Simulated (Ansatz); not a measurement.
# CH5BOSi: the cost of one run

Program: Ansatz 0.2.0. Level of theory: RKS B3LYP/def2-SVP. These are calculated values, not measurements.

**1. The starting structure**

Bond lengths: O1–Si2 1.691 Å, Si2–B3 2.018 Å, Si2–C4 1.765 Å, B3–C4 1.479 Å, O1–H5 1.052 Å, Si2–H6 1.487 Å, B3–H7 1.233 Å, C4–H8 1.126 Å, C4–H9 1.161 Å. Angles (14 of 16 angles, heavy atoms first): O1–Si2–B3 105.1°, O1–Si2–C4 114.9°, B3–Si2–C4 45.4°, Si2–B3–C4 58.2°, Si2–C4–B3 76.4°, O1–Si2–H6 118.8°, B3–Si2–H6 106.3°, C4–Si2–H6 124.6°, Si2–O1–H5 103.8°, Si2–B3–H7 151.0°, C4–B3–H7 150.8°, Si2–C4–H8 112.6°, Si2–C4–H9 114.6°, B3–C4–H8 113.4°.

Coordinates:

```xyz
9

O    -0.6397    0.7069   -1.7074
Si   -0.2447    0.7558   -0.0637
B     1.1380   -0.6932    0.1867
C    -0.2269   -0.8135    0.7442
H    -1.3499    1.4749   -1.8171
H     0.3485    2.0002    0.4943
H     2.2805   -1.1316    0.0338
H    -0.8600   -1.5798    0.2152
H    -0.3573   -0.7660    1.8968
```

**2. Relaxing end A**

File input.yaml:

```yaml
crystal:
  periodic: [false, false, false]
  atoms:
    - { symbol: O, position_ang: [-0.6397, 0.7069, -1.7074] }
    - { symbol: Si, position_ang: [-0.2447, 0.7558, -0.0637] }
    - { symbol: B, position_ang: [1.138, -0.6932, 0.1867] }
    - { symbol: C, position_ang: [-0.2269, -0.8135, 0.7442] }
    - { symbol: H, position_ang: [-1.3499, 1.4749, -1.8171] }
    - { symbol: H, position_ang: [0.3485, 2.0002, 0.4943] }
    - { symbol: H, position_ang: [2.2805, -1.1316, 0.0338] }
    - { symbol: H, position_ang: [-0.86, -1.5798, 0.2152] }
    - { symbol: H, position_ang: [-0.3573, -0.766, 1.8968] }
basis:
  gaussian: { orbitals: def2-SVP }
hamiltonian:
  xc: b3lyp
relax:
  f_tol: 0.015
  max_steps: 40
output:
  orbitals: {}
```

On the command line:

```
$ ansatz run input.yaml --threads 1 --pin off --max-ram 2048MiB --backend cpu --events-out ev --progress --plain --runs-dir out
```

**Question.** How long does this run take on 1 thread of Arm Neoverse N1, shared host, and how much memory does it need?

About 1.8 min, with a peak of 0.16 GiB.
